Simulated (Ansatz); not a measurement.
# F₂H₂O₂Ti: one species, many methods

One table from this session's results is given with a row withheld; the runs are named, their logs left out.

The runs use Ansatz 0.2.0, Gaussian basis; functionals in def2-TZVPP, the program's frozen cores in correlated methods.

Plan: LDA (SPW92), PBE-D4, revPBE-D4, BLYP-D4, r2SCAN-D4, B97M-V, PBE0-D4, B3LYP-D4, r2SCANh-D4, r2SCAN0-D4, HSE06-D4, BHLYP-D4, CAM-B3LYP-D4, LC-ωPBE, ωB97X-V, ωB97M-V, B2PLYP, PBE-QIDH; CCSD(T)/def2-SVP; CCSD(T)/def2-TZVPP; MP2/def2-QZVPP; extrapolation to the limit; RPA on PBE.

### The geometry

An earlier PBE0-D4 in a triple-zeta def2 set relaxation fixed the geometry.

7 atoms, charge 0, spin multiplicity 1.

Atoms are counted from 1 here; the program's logs count them from 0.

Bond lengths: O1–Ti2 1.778 Å, O1–H6 0.958 Å, Ti2–O3 1.778 Å, Ti2–F4 1.760 Å, Ti2–F5 1.760 Å, O3–H7 0.958 Å. Angles: Ti2–O1–H6 134.9°, O1–Ti2–O3 107.7°, O1–Ti2–F4 110.8°, O1–Ti2–F5 110.8°, O3–Ti2–F4 110.8°, O3–Ti2–F5 110.8°, F4–Ti2–F5 106.1°, Ti2–O3–H7 134.9°.

The first run:

The input, in.yaml:

```yaml
crystal:
  periodic: [false, false, false]
  atoms:
    - {symbol: O, position_ang: [-1.222219, 0.595878, 0.894210]}
    - {symbol: Ti, position_ang: [-0.019904, -0.026724, -0.258344]}
    - {symbol: O, position_ang: [1.418755, -0.509727, 0.668218]}
    - {symbol: F, position_ang: [-0.668469, -1.391718, -1.160259]}
    - {symbol: F, position_ang: [0.390135, 1.197376, -1.454471]}
    - {symbol: H, position_ang: [-2.109247, 0.951158, 0.819845]}
    - {symbol: H, position_ang: [2.272249, -0.884344, 0.445102]}
basis:
  gaussian: {orbitals: def2-TZVPP}
hamiltonian: {xc: lda}
output: {orbitals: {seedname: orbitals}}
```

Steps of the session up to this table: LDA; PBE-D4 (GGA); revPBE-D4 (GGA); BLYP-D4 (GGA); r2SCAN-D4 (meta-GGA); B97M-V (meta-GGA); PBE0-D4 (hybrid); B3LYP-D4 (hybrid); r2SCANh-D4 (hybrid); r2SCAN0-D4 (hybrid); HSE06-D4 (hybrid); BHLYP-D4 (hybrid); CAM-B3LYP-D4 (range-separated); LC-ωPBE-D4 (range-separated; the results give it without D4); ωB97X-V (range-separated); ωB97M-V (range-separated); B2PLYP (double hybrid); PBE-QIDH (double hybrid).

One of the session's tables, all rows but one given; the rest of the session is left out.

It belongs to the step «Frontier levels by functional». 

```
  functional  HOMO (eV)  LUMO (eV)  gap (eV)
 LDA (SPW92)      -8.41      -3.39      5.02
      PBE-D4      -8.18      -3.11      5.07
   revPBE-D4          ?          ?         ?
     BLYP-D4      -8.10      -3.07      5.03
   r2SCAN-D4      -8.58      -3.05      5.53
      B97M-V      -8.67      -3.07      5.60
     PBE0-D4      -9.94      -2.13      7.81
    B3LYP-D4      -9.67      -2.46      7.20
  r2SCANh-D4      -9.24      -2.67      6.57
  r2SCAN0-D4     -10.23      -2.07      8.16
    HSE06-D4      -9.53      -2.51      7.01
    BHLYP-D4     -11.65      -1.00     10.65
CAM-B3LYP-D4     -11.46      -1.02     10.44
     LC-ωPBE     -12.79       0.25     13.05
     ωB97X-V     -12.45       0.22     12.67
     ωB97M-V     -12.39       0.20     12.59
```

**Question.** Estimate the row for revPBE-D4.

As computed: HOMO (eV): -8.09; LUMO (eV): -3.01; gap (eV): 5.08. In the column «HOMO (eV)» it is the highest.
